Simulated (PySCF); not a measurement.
# C₃H₈O₂Si: electronic excitations at several levels of theory

How much do the electronic excitations of C₃H₈O₂Si (`C=CC[SiH](O)O`) depend on the level of theory, and what does each level cost?

Computed with PySCF 2.14.0, with density-fitted response routines of our own, on a single molecule in the gas phase. Atoms count from 0, in the outputs and in this text.

### 1 The molecule as given

14 atoms, charge 0, multiplicity 1; geometry from: GFN2-xTB.

Bonds of the start (Å): C0–C1 1.32, C1–C2 1.49, C2–Si3 1.91, Si3–O4 1.63, Si3–O5 1.62, C0–H6 1.08, C0–H7 1.08, C1–H8 1.08, C2–H9 1.09, C2–H10 1.09, Si3–H11 1.46, O4–H12 0.95, O5–H13 0.95.

### 2 Optimising the geometry at PBE0-D3(BJ)/def2-SVP

Job settings and geometry (Å):

```
{"job": {"xc": "PBE0", "basis": "def2-SVP", "d3": "d3bj", "grid": 1, "kind": "geom"}, "charge": 0, "multiplicity": 1}
C     -2.231584    -0.259042    -0.048299
C     -1.252292     0.504357    -0.501688
C     -0.047279     0.887736     0.281416
Si     1.481514    -0.112714    -0.270164
O      1.123667    -1.668893    -0.607757
O      2.008796     0.539133    -1.655670
H     -2.235248    -0.633470     0.963830
H     -3.075975    -0.532253    -0.657915
H     -1.275095     0.864372    -1.521583
H     -0.226035     0.723960     1.344479
H      0.160129     1.947295     0.141812
H      2.530093    -0.069448     0.749094
H      0.581394    -2.180903    -0.016443
H      2.457238    -0.010604    -2.292971
```

Log:

```text
step   0  E = -558.42776368  max force = 0.017398
step   1  E = -558.43172546  max force = 0.002909
step   2  E = -558.43194131  max force = 0.002049
step   3  E = -558.43209442  max force = 0.002367
step   4  E = -558.43253644  max force = 0.004222
step   5  E = -558.42918718  max force = 0.021664
step   6  E = -558.43372674  max force = 0.010964
step   7  E = -558.43451266  max force = 0.007441
step   8  E = -558.43578559  max force = 0.004814
step   9  E = -558.43619044  max force = 0.004096
step  10  E = -558.43647136  max force = 0.002889
step  11  E = -558.43672954  max force = 0.001730
step  12  E = -558.43681304  max force = 0.000897
step  13  E = -558.43686135  max force = 0.000959
step  14  E = -558.43687116  max force = 0.000421
optimisation converged
```

Wall time 2.4 min (1 thread, shared host).

Step by step: (the energy doesn't fall at every step)

```tsv
step	energy from step 0 (eV)	largest force component (eV/Å)
0	0.0000	0.8946
1	-0.1078	0.1496
2	-0.1137	0.1054
3	-0.1178	0.1217
4	-0.1299	0.2171
5	-0.0387	1.1140
6	-0.1623	0.5638
7	-0.1836	0.3826
8	-0.2183	0.2475
9	-0.2293	0.2106
10	-0.2369	0.1486
11	-0.2440	0.0890
12	-0.2462	0.0461
13	-0.2476	0.0493
14	-0.2478	0.0216
```

Distances of close pairs at the start and the end, largest changes first:

```tsv
bond	before (Å)	after (Å)	change (Å)
Si3–O5	1.619	1.665	+0.045
C2–Si3	1.908	1.880	-0.028
Si3–O4	1.632	1.660	+0.027
Si3–H11	1.463	1.488	+0.025
C0–C1	1.322	1.339	+0.017
C0–H6	1.079	1.096	+0.017
C0–H7	1.077	1.093	+0.016
C1–H8	1.082	1.097	+0.015
```

The end geometry stands in the next job.

```tsv
at the end point	value
point group (found at 0.08 Å tolerance)	C1
rotational constants (GHz, main isotopes)	4.407, 1.976, 1.710
dipole moment (D)	0.57
```

### 3 Excited states and response: HF/def2-SVPD

Job settings and geometry (Å):

```
{"job": {"kind": "uv", "xc": "HF", "basis": "def2-SVPD", "ip": true}, "charge": 0, "multiplicity": 1}
C     -2.313815    -0.470212    -0.230270
C     -1.437467     0.435944    -0.681123
C     -0.197525     0.869507     0.026546
Si     1.237106    -0.178770    -0.588825
O      0.799808    -1.778284    -0.521450
O      1.524736     0.346753    -2.142010
H     -2.217389    -0.921362     0.763547
H     -3.176915    -0.769890    -0.829928
H     -1.587174     0.855174    -1.683848
H     -0.279440     0.711859     1.114858
H      0.023807     1.933544    -0.152469
H      2.463082    -0.070205     0.247000
H     -0.129758    -1.921026    -0.744295
H      2.190771    -0.137085    -2.639305
```

With the program's defaults for keys left out, this is: TDDFT HF/def2-SVPD, vertical, gas phase, core orbitals frozen in the response.

Log:

```text
final grid: 110944 points
cycle   1  E = -556.6045043470  dE =  7.350e-01  |g| = 7.010e-01  |ddm| = 4.462e+00
cycle   2  E = -556.6968521349  dE = -9.235e-02  |g| = 3.872e-01  |ddm| = 1.436e+00
cycle   3  E = -556.7255295115  dE = -2.868e-02  |g| = 7.107e-02  |ddm| = 4.336e-01
cycle   4  E = -556.7271583104  dE = -1.629e-03  |g| = 9.280e-03  |ddm| = 1.956e-01
cycle   5  E = -556.7272036635  dE = -4.535e-05  |g| = 2.454e-03  |ddm| = 3.747e-02
cycle   6  E = -556.7272072657  dE = -3.602e-06  |g| = 1.105e-03  |ddm| = 8.994e-03
cycle   7  E = -556.7272077681  dE = -5.024e-07  |g| = 2.905e-04  |ddm| = 3.154e-03
cycle   8  E = -556.7272078164  dE = -4.825e-08  |g| = 1.020e-04  |ddm| = 1.060e-03
cycle   9  E = -556.7272078213  dE = -4.933e-09  |g| = 2.743e-05  |ddm| = 3.530e-04
cycle  10  E = -556.7272078218  dE = -4.894e-10  |g| = 1.028e-05  |ddm| = 1.062e-04
converged SCF energy = -556.7272078218

Static polarisability (au): isotropic 65.231, principal 57.066 59.289 79.339

Singlet excitations
state   eV       nm        f      main configurations
  1   7.0518    175.8   0.42834   H->L+4 0.44, H->L+2 0.25, H->L+1 0.12
  2   7.5500    164.2   0.05441   H->L 0.39, H->L+1 0.33, H->L+3 0.18
  3   8.3345    148.8   0.00249   H->L+3 0.34, H->L+5 0.19, H->L+1 0.19
  4   8.7196    142.2   0.03905   H->L+4 0.34, H->L+2 0.18, H->L+6 0.15
  5   8.8686    139.8   0.03469   H->L+2 0.32, H->L 0.21
  6   9.1390    135.7   0.00411   H-4->L+4 0.21, H-1->L+4 0.14, H-4->L+2 0.10
  7   9.3293    132.9   0.01862   H->L+5 0.26, H->L+6 0.22, H->L 0.08
  8   9.4687    130.9   0.01675   H->L+7 0.17, H-1->L 0.15, H-3->L 0.14
  9   9.6203    128.9   0.02426   H->L+8 0.23, H->L+6 0.14, H->L+3 0.12
 10   9.7078    127.7   0.00978   H->L+7 0.15, H->L+11 0.11, H-3->L 0.08

Triplet excitations (Tamm-Dancoff, eV): 3.6281 7.2721 8.1683 8.3889
Vertical ionisation energy (delta-SCF) = 8.3698 eV
```

Run time: 24 s. Hardware: 1 thread, shared host.

Frontier orbitals and where they lie:

```tsv
orbital	eV	atoms
HOMO−3	-13.73	O5 43 %, O4 23 %, Si3 10 %
HOMO−2	-13.50	O4 57 %, O5 17 %, Si3 9 %
HOMO−1	-12.59	Si3 19 %, H11 18 %, C2 18 %
HOMO	-9.78	C0 36 %, C1 30 %, C2 12 %
LUMO	2.22	Si3 36 %, O5 21 %, O4 11 %
LUMO+1	2.91	C0 24 %, O4 18 %, O5 13 %
LUMO+2	3.11	H9 14 %, O5 13 %, C2 12 %
```

With each of the 10 states as a Gaussian band of 0.4 eV half-width at 1/e, the curve within the window shown has maxima at 176 nm (ε 18,000), 140 nm (ε 3,200), 132 nm (ε 2,800) L/(mol cm). Beyond the last state computed it falls off for lack of states. The curve at chosen wavelengths:

(nm, ε (L/mol/cm)): (124, 765), (127, 1867), (129, 2484), (132, 2770), (135, 2765), (138, 3058), (140, 3210), (143, 2844), (146, 1881), (148, 1240), (151, 659), (154, 661), (157, 1260), (159, 2011), (162, 3789), (165, 6616), (168, 10526), (170, 13355), (173, 16760), (176, 17802), (178, 16899), (181, 13695), (184, 9572), (187, 5842), (189, 3923), (192, 1963)

Ground-state properties from the same run:

```tsv
property	computed
dipole moment (D)	0.52
polarisability (Å³)	9.67
HOMO–LUMO gap (eV)	12.00
−ε(HOMO) (eV)	9.78
```

### 4 TDDFT and polarisability: LDA/def2-SVPD

The job, as its differences from that of step 3:

```diff
@@ -1,2 +1,2 @@
-{"job": {"kind": "uv", "xc": "HF", "basis": "def2-SVPD", "ip": true}, "charge": 0, "multiplicity": 1}
+{"job": {"kind": "uv", "xc": "LDA", "basis": "def2-SVPD", "ip": true}, "charge": 0, "multiplicity": 1}
 C     -2.313815    -0.470212    -0.230270
```

Level: TDDFT LDA/def2-SVPD, vertical, gas phase, core orbitals frozen in the response.

Log:

```text
coarse grid: 12016 points
cycle   1  E = -555.1868620486  dE =  5.469e-01  |g| = 1.119e+00  |ddm| = 5.413e+00
cycle   2  E = -554.2267811024  dE =  9.601e-01  |g| = 2.413e+00  |ddm| = 3.196e+00
cycle   3  E = -555.4290078229  dE = -1.202e+00  |g| = 2.384e-01  |ddm| = 2.254e+00
cycle   4  E = -555.4406947312  dE = -1.169e-02  |g| = 1.118e-01  |ddm| = 4.306e-01
cycle   5  E = -555.4438630133  dE = -3.168e-03  |g| = 2.139e-02  |ddm| = 1.636e-01
cycle   6  E = -555.4440029138  dE = -1.399e-04  |g| = 5.345e-03  |ddm| = 5.358e-02
cycle   7  E = -555.4440062227  dE = -3.309e-06  |g| = 3.531e-03  |ddm| = 8.330e-03
cycle   8  E = -555.4440087803  dE = -2.558e-06  |g| = 7.170e-04  |ddm| = 4.364e-03
final grid: 110944 points
cycle   9  E = -555.5442862266  dE = -5.409e-05  |g| = 4.247e-03  |ddm| = 1.362e-01
cycle  10  E = -555.5442745209  dE =  1.171e-05  |g| = 8.117e-03  |ddm| = 1.563e-02
cycle  11  E = -555.5442902042  dE = -1.568e-05  |g| = 1.723e-03  |ddm| = 1.060e-02
cycle  12  E = -555.5442908976  dE = -6.934e-07  |g| = 4.447e-04  |ddm| = 2.322e-03
cycle  13  E = -555.5442909441  dE = -4.656e-08  |g| = 1.789e-04  |ddm| = 8.128e-04
cycle  14  E = -555.5442909516  dE = -7.519e-09  |g| = 5.527e-05  |ddm| = 2.639e-04
cycle  15  E = -555.5442909523  dE = -7.046e-10  |g| = 7.998e-06  |ddm| = 8.078e-05
converged SCF energy = -555.5442909523

Static polarisability (au): isotropic 74.873, principal 65.636 68.191 90.792

Singlet excitations
state   eV       nm        f      main configurations
  1   5.9072    209.9   0.07878   H->L+1 0.56, H->L 0.31
  2   5.9785    207.4   0.07574   H->L+1 0.42, H->L 0.29, H-1->L 0.22
  3   6.2609    198.0   0.02873   H-1->L 0.54, H-2->L 0.32
  4   6.4172    193.2   0.01213   H-2->L 0.57, H->L+2 0.16, H-3->L 0.11
  5   6.6313    187.0   0.07181   H->L+2 0.68, H-3->L 0.13
  6   6.8604    180.7   0.02490   H->L+3 0.88
  7   7.1025    174.6   0.04866   H-3->L 0.50, H->L+4 0.15, H->L 0.09
  8   7.1320    173.8   0.04791   H-1->L+1 0.95
  9   7.2278    171.5   0.01322   H->L+4 0.77, H-4->L 0.08
 10   7.2929    170.0   0.03695   H-2->L+1 0.90

Triplet excitations (Tamm-Dancoff, eV): 4.4597 5.8425 6.0565 6.2398
Vertical ionisation energy (delta-SCF) = 9.3851 eV
Vertical electron affinity (delta-SCF) = -1.1820 eV
```

Run time: 2.4 min. Hardware: 1 thread, shared host.

Key values: HOMO -6.45 eV, LUMO -1.41 eV; lowest singlet 5.91 eV.

### 5 Excited states and response: PBE/def2-SVPD

The job, as its differences from that of step 4:

```diff
@@ -1,2 +1,2 @@
-{"job": {"kind": "uv", "xc": "LDA", "basis": "def2-SVPD", "ip": true}, "charge": 0, "multiplicity": 1}
+{"job": {"kind": "uv", "xc": "PBE", "basis": "def2-SVPD", "ip": true}, "charge": 0, "multiplicity": 1}
 C     -2.313815    -0.470212    -0.230270
```

Method: TDDFT PBE/def2-SVPD, vertical, gas phase, core orbitals frozen in the response.

Log:

```text
coarse grid: 12016 points
cycle   1  E = -558.0405726189  dE =  5.534e-01  |g| = 1.117e+00  |ddm| = 5.288e+00
cycle   2  E = -557.1157869934  dE =  9.248e-01  |g| = 2.367e+00  |ddm| = 3.116e+00
cycle   3  E = -558.2813804436  dE = -1.166e+00  |g| = 2.298e-01  |ddm| = 2.199e+00
cycle   4  E = -558.2922572867  dE = -1.088e-02  |g| = 1.099e-01  |ddm| = 4.300e-01
cycle   5  E = -558.2953697524  dE = -3.112e-03  |g| = 2.072e-02  |ddm| = 1.602e-01
cycle   6  E = -558.2955058812  dE = -1.361e-04  |g| = 3.968e-03  |ddm| = 5.124e-02
cycle   7  E = -558.2955084065  dE = -2.525e-06  |g| = 2.347e-03  |ddm| = 7.163e-03
final grid: 110944 points
cycle   8  E = -558.4075753402  dE = -3.199e-05  |g| = 1.553e-02  |ddm| = 1.480e-01
cycle   9  E = -558.4074282133  dE =  1.471e-04  |g| = 3.049e-02  |ddm| = 4.584e-02
cycle  10  E = -558.4076278673  dE = -1.997e-04  |g| = 2.881e-03  |ddm| = 3.037e-02
cycle  11  E = -558.4076298009  dE = -1.934e-06  |g| = 5.878e-04  |ddm| = 3.715e-03
cycle  12  E = -558.4076298698  dE = -6.889e-08  |g| = 3.408e-04  |ddm| = 1.253e-03
cycle  13  E = -558.4076299012  dE = -3.137e-08  |g| = 7.171e-05  |ddm| = 5.086e-04
cycle  14  E = -558.4076299023  dE = -1.176e-09  |g| = 2.227e-05  |ddm| = 1.259e-04
cycle  15  E = -558.4076299024  dE = -7.731e-11  |g| = 9.338e-06  |ddm| = 2.872e-05
converged SCF energy = -558.4076299024

Static polarisability (au): isotropic 73.924, principal 64.809 67.380 89.582

Singlet excitations
state   eV       nm        f      main configurations
  1   5.8461    212.1   0.01862   H->L+1 0.91
  2   6.0325    205.5   0.12823   H->L 0.53, H-1->L 0.24
  3   6.3047    196.7   0.03150   H-1->L 0.68, H-2->L 0.12
  4   6.4733    191.5   0.00934   H-2->L 0.67, H->L+2 0.28
  5   6.5955    188.0   0.06803   H->L+2 0.51, H-2->L 0.13, H-3->L 0.12
  6   6.8180    181.8   0.04150   H->L+3 0.83, H-3->L 0.09
  7   7.0505    175.9   0.04808   H-1->L+1 0.96
  8   7.0834    175.0   0.01590   H->L+4 0.73, H-3->L 0.19
  9   7.1899    172.4   0.04847   H-3->L 0.36, H->L+4 0.23, H-2->L+1 0.12
 10   7.2534    170.9   0.03143   H-2->L+1 0.84

Triplet excitations (Tamm-Dancoff, eV): 4.2553 5.7659 6.1136 6.3126
Vertical ionisation energy (delta-SCF) = 9.1910 eV
```

Wall time 2.7 min (1 thread, shared host).

In short: HOMO -6.28 eV, LUMO -1.18 eV; lowest singlet 5.85 eV.

### 6 Excited states and response: B3LYP/def2-SVPD

The job, as its differences from that of step 5:

```diff
@@ -1,2 +1,2 @@
-{"job": {"kind": "uv", "xc": "PBE", "basis": "def2-SVPD", "ip": true}, "charge": 0, "multiplicity": 1}
+{"job": {"kind": "uv", "xc": "B3LYP", "basis": "def2-SVPD", "ip": true}, "charge": 0, "multiplicity": 1}
 C     -2.313815    -0.470212    -0.230270
```

With the program's defaults for keys left out, this is: TDDFT B3LYP/def2-SVPD, vertical, gas phase, core orbitals frozen in the response.

Log:

```text
coarse grid: 12016 points
cycle   1  E = -558.6076820816  dE =  5.677e-01  |g| = 1.020e+00  |ddm| = 5.269e+00
cycle   2  E = -558.2406194432  dE =  3.671e-01  |g| = 1.702e+00  |ddm| = 2.557e+00
cycle   3  E = -558.8080371656  dE = -5.674e-01  |g| = 1.262e-01  |ddm| = 1.545e+00
cycle   4  E = -558.8112797782  dE = -3.243e-03  |g| = 5.260e-02  |ddm| = 2.207e-01
cycle   5  E = -558.8120107357  dE = -7.310e-04  |g| = 8.129e-03  |ddm| = 7.721e-02
cycle   6  E = -558.8120272713  dE = -1.654e-05  |g| = 2.380e-03  |ddm| = 1.897e-02
cycle   7  E = -558.8120283296  dE = -1.058e-06  |g| = 1.201e-03  |ddm| = 4.200e-03
final grid: 110944 points
cycle   8  E = -558.9059166467  dE = -4.192e-05  |g| = 4.509e-03  |ddm| = 1.144e-01
cycle   9  E = -558.9059123215  dE =  4.325e-06  |g| = 6.150e-03  |ddm| = 1.374e-02
cycle  10  E = -558.9059219251  dE = -9.604e-06  |g| = 8.886e-04  |ddm| = 7.481e-03
cycle  11  E = -558.9059221143  dE = -1.892e-07  |g| = 1.989e-04  |ddm| = 1.332e-03
cycle  12  E = -558.9059221236  dE = -9.306e-09  |g| = 8.669e-05  |ddm| = 4.230e-04
cycle  13  E = -558.9059221251  dE = -1.562e-09  |g| = 2.827e-05  |ddm| = 1.254e-04
cycle  14  E = -558.9059221253  dE = -1.752e-10  |g| = 5.272e-06  |ddm| = 4.300e-05
converged SCF energy = -558.9059221253

Static polarisability (au): isotropic 71.231, principal 62.492 64.980 86.220

Singlet excitations
state   eV       nm        f      main configurations
  1   6.3853    194.2   0.06007   H->L+1 0.75, H->L 0.22
  2   6.4535    192.1   0.20684   H->L 0.66, H->L+1 0.19
  3   6.9852    177.5   0.04816   H->L+2 0.87
  4   7.2784    170.3   0.04143   H->L+3 0.79, H->L+4 0.10
  5   7.4384    166.7   0.02609   H->L+4 0.77, H-1->L 0.13
  6   7.4898    165.5   0.04206   H-1->L 0.71
  7   7.6058    163.0   0.00297   H-2->L 0.83, H-1->L+1 0.12
  8   7.7204    160.6   0.00838   H-1->L+1 0.61, H-2->L 0.10, H->L+5 0.10
  9   7.7782    159.4   0.04066   H->L+5 0.84
 10   7.9650    155.7   0.02689   H-2->L+1 0.59, H-3->L 0.19, H-4->L 0.16

Triplet excitations (Tamm-Dancoff, eV): 4.2474 6.2744 6.8228 7.0027
Vertical ionisation energy (delta-SCF) = 9.4062 eV
```

Wall time 87 s (1 thread, shared host).

Key values: HOMO -7.17 eV, LUMO -0.44 eV; lowest singlet 6.39 eV.

### 7 TDDFT and polarisability: PBE0/def2-SVPD

The job, as its differences from that of step 6:

```diff
@@ -1,2 +1,2 @@
-{"job": {"kind": "uv", "xc": "B3LYP", "basis": "def2-SVPD", "ip": true}, "charge": 0, "multiplicity": 1}
+{"job": {"kind": "uv", "xc": "PBE0", "basis": "def2-SVPD", "ip": true}, "charge": 0, "multiplicity": 1}
 C     -2.313815    -0.470212    -0.230270
```

Method: TDDFT PBE0/def2-SVPD, vertical, gas phase, core orbitals frozen in the response.

Log:

```text
coarse grid: 12016 points
cycle   1  E = -558.2045357500  dE =  5.499e-01  |g| = 9.194e-01  |ddm| = 4.896e+00
cycle   2  E = -557.9891300576  dE =  2.154e-01  |g| = 1.398e+00  |ddm| = 2.231e+00
cycle   3  E = -558.3685799611  dE = -3.794e-01  |g| = 9.724e-02  |ddm| = 1.281e+00
cycle   4  E = -558.3704943513  dE = -1.914e-03  |g| = 3.820e-02  |ddm| = 1.613e-01
cycle   5  E = -558.3708787734  dE = -3.844e-04  |g| = 6.677e-03  |ddm| = 5.768e-02
cycle   6  E = -558.3708882992  dE = -9.526e-06  |g| = 2.793e-03  |ddm| = 1.507e-02
final grid: 110944 points
cycle   7  E = -558.4547656570  dE = -2.647e-05  |g| = 1.038e-02  |ddm| = 1.017e-01
cycle   8  E = -558.4547285652  dE =  3.709e-05  |g| = 1.639e-02  |ddm| = 3.105e-02
cycle   9  E = -558.4547908176  dE = -6.225e-05  |g| = 1.365e-03  |ddm| = 1.894e-02
cycle  10  E = -558.4547912946  dE = -4.771e-07  |g| = 2.431e-04  |ddm| = 1.856e-03
cycle  11  E = -558.4547913054  dE = -1.080e-08  |g| = 1.254e-04  |ddm| = 4.749e-04
cycle  12  E = -558.4547913089  dE = -3.455e-09  |g| = 2.290e-05  |ddm| = 1.723e-04
cycle  13  E = -558.4547913090  dE = -1.301e-10  |g| = 3.306e-06  |ddm| = 5.192e-05
converged SCF energy = -558.4547913090

Static polarisability (au): isotropic 70.492, principal 61.835 64.248 85.393

Singlet excitations
state   eV       nm        f      main configurations
  1   6.5673    188.8   0.28243   H->L 0.91
  2   6.6782    185.7   0.02251   H->L+1 0.90
  3   7.2702    170.5   0.03739   H->L+2 0.86
  4   7.5130    165.0   0.03732   H->L+3 0.77, H->L+4 0.10
  5   7.6840    161.4   0.02214   H-1->L 0.71, H->L+4 0.09, H-4->L 0.09
  6   7.7071    160.9   0.04426   H->L+4 0.72, H->L+3 0.14
  7   7.8572    157.8   0.00198   H-2->L 0.91
  8   7.9504    155.9   0.00931   H-1->L+1 0.55, H-4->L 0.12, H->L+5 0.11
  9   8.0205    154.6   0.03478   H->L+5 0.82
 10   8.1807    151.6   0.01489   H-2->L+1 0.36, H-4->L 0.27, H-3->L 0.18

Triplet excitations (Tamm-Dancoff, eV): 4.1692 6.5253 7.0297 7.1701
Vertical ionisation energy (delta-SCF) = 9.3866 eV
```

Run time: 87 s. Hardware: 1 thread, shared host.

This run: HOMO -7.38 eV, LUMO -0.21 eV; lowest singlet 6.57 eV.

### 8 Ultraviolet spectrum: BHandHLYP/def2-SVPD

The job, as its differences from that of step 7:

```diff
@@ -1,2 +1,2 @@
-{"job": {"kind": "uv", "xc": "PBE0", "basis": "def2-SVPD", "ip": true}, "charge": 0, "multiplicity": 1}
+{"job": {"kind": "uv", "xc": "BHandHLYP", "basis": "def2-SVPD", "ip": true}, "charge": 0, "multiplicity": 1}
 C     -2.313815    -0.470212    -0.230270
```

Method: TDDFT BHandHLYP/def2-SVPD, vertical, gas phase, core orbitals frozen in the response.

Log:

```text
coarse grid: 12016 points
cycle   1  E = -558.5293848332  dE =  6.018e-01  |g| = 8.375e-01  |ddm| = 4.847e+00
cycle   2  E = -558.4977199067  dE =  3.166e-02  |g| = 9.565e-01  |ddm| = 1.913e+00
cycle   3  E = -558.6679431155  dE = -1.702e-01  |g| = 5.923e-02  |ddm| = 9.016e-01
cycle   4  E = -558.6686313511  dE = -6.882e-04  |g| = 2.363e-02  |ddm| = 1.078e-01
cycle   5  E = -558.6687799148  dE = -1.486e-04  |g| = 4.794e-03  |ddm| = 4.232e-02
cycle   6  E = -558.6687858681  dE = -5.953e-06  |g| = 1.303e-03  |ddm| = 9.393e-03
final grid: 110944 points
cycle   7  E = -558.7300032457  dE = -1.855e-05  |g| = 2.704e-03  |ddm| = 6.727e-02
cycle   8  E = -558.7300031610  dE =  8.479e-08  |g| = 2.923e-03  |ddm| = 9.851e-03
cycle   9  E = -558.7300053225  dE = -2.162e-06  |g| = 3.212e-04  |ddm| = 3.961e-03
cycle  10  E = -558.7300053463  dE = -2.377e-08  |g| = 1.442e-04  |ddm| = 5.664e-04
cycle  11  E = -558.7300053518  dE = -5.534e-09  |g| = 2.088e-05  |ddm| = 2.818e-04
cycle  12  E = -558.7300053520  dE = -1.164e-10  |g| = 8.888e-06  |ddm| = 4.951e-05
converged SCF energy = -558.7300053520

Static polarisability (au): isotropic 68.138, principal 59.743 62.107 82.562

Singlet excitations
state   eV       nm        f      main configurations
  1   6.8110    182.0   0.34842   H->L+1 0.54, H->L 0.42
  2   7.0253    176.5   0.03626   H->L 0.37, H->L+1 0.34, H->L+2 0.20
  3   7.7017    161.0   0.00757   H->L+2 0.68, H->L 0.09
  4   7.8701    157.5   0.00668   H->L+4 0.45, H->L+3 0.28
  5   8.0072    154.8   0.06738   H->L+3 0.64, H->L+4 0.23
  6   8.2813    149.7   0.00884   H-1->L 0.36, H-4->L+1 0.21, H-1->L+1 0.13
  7   8.3913    147.8   0.03350   H->L+5 0.81
  8   8.4844    146.1   0.01950   H-1->L 0.22, H-1->L+1 0.18, H-3->L 0.18
  9   8.8386    140.3   0.00806   H->L+7 0.38, H-2->L+1 0.19, H-2->L 0.15
 10   8.8710    139.8   0.03347   H->L+6 0.41, H-2->L 0.11, H->L+4 0.08

Triplet excitations (Tamm-Dancoff, eV): 4.1151 6.8636 7.5554 7.6826
Vertical ionisation energy (delta-SCF) = 9.3495 eV
```

It took 80 s on 1 thread, shared host.

This run: HOMO -8.35 eV, LUMO 0.73 eV; lowest singlet 6.81 eV.

### 9 Side by side: electronic excitations

Excitations and ground-state properties, with basis size and wall time:

```tsv
run	lowest singlet (eV)	brightest (eV)	f	gap (eV)	α (Å³)	μ (D)	functions	time
HF/def2-SVPD	7.05	7.05	0.428	12.00	9.67	0.52	194	24 s
LDA/def2-SVPD	5.91	5.91	0.079	5.04	11.10	0.54	194	2.4 min
PBE/def2-SVPD	5.85	6.03	0.128	5.10	10.95	0.54	194	2.7 min
B3LYP/def2-SVPD	6.39	6.45	0.207	6.73	10.56	0.53	194	87 s
PBE0/def2-SVPD	6.57	6.57	0.282	7.18	10.45	0.54	194	87 s
BHandHLYP/def2-SVPD	6.81	6.81	0.348	9.08	10.10	0.52	194	80 s
```

### 10 Summary of results

| quantity | value |
| --- | --- |
| point group | C1 |
| rotational constants (main isotopes) | 4.41, 1.98, 1.71 GHz |
| lowest singlet (HF/def2-SVPD) | 7.05 eV (176 nm), f = 0.428 |
| lowest triplet | 3.63 eV |
| vertical ionisation energy (ΔSCF) | 8.37 eV |
| range of the lowest singlet | 5.85 to 7.05 eV |

**Reading.** Single values in the summary come from the first run of each kind that ended normally (HF/def2-SVPD), which need not be the best level. Over 14 steps the energy fell by 0.248 eV; of the close pairs, Si3–O5 changed most, 1.619 to 1.665 Å. No frequency check was run at this level, so the end point may be a saddle. The first singlet state (HOMO→LUMO+4 0.44, HOMO→LUMO+2 0.25) lies at 7.05 eV and is bright. The lowest triplet lies 3.42 eV below the lowest singlet (triplets in Tamm-Dancoff, singlets in full TDDFT). At HF/def2-SVPD, the highest states lie near or above the ionisation energy, where they hang on the basis. The orbital energy would give 9.78 eV for ionisation, ΔSCF gives 8.37 eV. The lowest singlet runs from 5.85 eV (PBE/def2-SVPD) to 7.05 eV (HF/def2-SVPD), while the orbital gap spans 5.04 to 12.00 eV: the excitation energy moves far less from run to run than the orbital gap does. The lowest state need not be the same one in every run.
